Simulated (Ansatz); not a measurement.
**CdClH2N: taking an electron away**

Aim: the vertical ionisation energy of CdClH2N, as cation minus neutral at the neutral's geometry, on several levels, and how well −ε(HOMO) stands in for it.

The runs use Ansatz 0.2.0, Gaussian basis; unrestricted cation, the program's frozen cores in correlated methods.

Plan: UKS PBE-D4/def2-TZVPP; UKS r2SCAN-D4/def2-TZVPP; UKS PBE0-D4/def2-TZVPP; UKS B3LYP-D4/def2-TZVPP; UKS wB97X-V/def2-TZVPP; UKS wB97M-V/def2-TZVPP; UKS B2PLYP/def2-TZVPP; UHF-CCSD(T)/def2-TZVPP; UHF-CCSD(T)/def2-QZVPP; extrapolation to the limit; then −ε(HOMO) from the neutral's earlier runs with LDA (SPW92), PBE-D4, revPBE-D4, BLYP-D4, r2SCAN-D4, B97M-V, PBE0-D4, B3LYP-D4, r2SCANh-D4, r2SCAN0-D4, HSE06-D4, BHLYP-D4, CAM-B3LYP-D4, LC-ωPBE, ωB97X-V, ωB97M-V.

### Step 1. Structure used throughout

All runs share one geometry, relaxed beforehand with PBE0-D4 in a triple-zeta def2 set. Cd takes the def2 core potential; no spin-orbit term is included.

SMILES `[NH2][Cd][Cl]`, 5 atoms, charge 0, spin multiplicity 1.

Atoms are counted from 1 here; the program's logs count them from 0.

Bond lengths: N1–Cd2 2.008 Å, N1–H4 1.014 Å, N1–H5 1.014 Å, Cd2–Cl3 2.274 Å. Angles: Cd2–N1–H4 111.4°, Cd2–N1–H5 111.4°, H4–N1–H5 106.2°, N1–Cd2–Cl3 175.1°.

### Step 2. Cation, UKS PBE-D4/def2-TZVPP

in.yaml

```yaml
crystal:
  periodic: [false, false, false]
  atoms:
    - {symbol: N, position_ang: [-0.339447, 0.982697, -0.376961]}
    - {symbol: Cd, position_ang: [0.540811, -0.726950, 0.199870]}
    - {symbol: Cl, position_ang: [1.704396, -2.590252, 0.788717]}
    - {symbol: H, position_ang: [-1.071103, 0.809972, -1.057668]}
    - {symbol: H, position_ang: [-0.784757, 1.450833, 0.404741]}
basis:
  gaussian: {orbitals: def2-TZVPP}
total_charge: 1
magnetization: {spin_polarized: true, initial_magnetization: 1}
hamiltonian: {xc: pbe, dispersion: d4}
```

The run is started by

```console
$ ansatz run in.yaml --threads 2 --pin off --events-out ev --progress --plain --max-ram 20480MiB --backend cpu
```

Further steps of the session: Cation, UKS r2SCAN-D4/def2-TZVPP; Cation, UKS PBE0-D4/def2-TZVPP; Cation, UKS B3LYP-D4/def2-TZVPP; Cation, UKS wB97X-V/def2-TZVPP; Cation, UKS wB97M-V/def2-TZVPP; Cation, UKS B2PLYP (frozen core)/def2-TZVPP; Cation, UHF-CCSD(T)/def2-TZVPP; Cation, UHF-CCSD(T)/def2-QZVPP.

Before running them: what should the planned runs give, taken together? Wanted: ionisation energy, CCSD(T)/CBS; nearest functional by difference; nearest −ε(HOMO); −ε(HOMO) of PBE; T1 of the cation.

The runs gave:

```
                        quantity               value
  ionisation energy, CCSD(T)/CBS             9.83 eV
nearest functional by difference  ωB97M-V (-0.17 eV)
                nearest −ε(HOMO)  ωB97X-V (-0.05 eV)
                 −ε(HOMO) of PBE             6.08 eV
                T1 of the cation               0.016
```

By cation minus neutral, the functionals miss by 0.45 eV at most. −ε(HOMO) of PBE misses by 3.8 eV, since self-interaction lifts the level. Among orbital estimates ωB97X-V comes nearest. Hartree-Fock falls 1.83 eV short, as the neutral has more correlation energy than the cation. The cation may have settled in a state other than its lowest; no search over hole states beyond the program's own was made. Correlated methods include outer-core shells of Cd, which these sets cover unevenly.
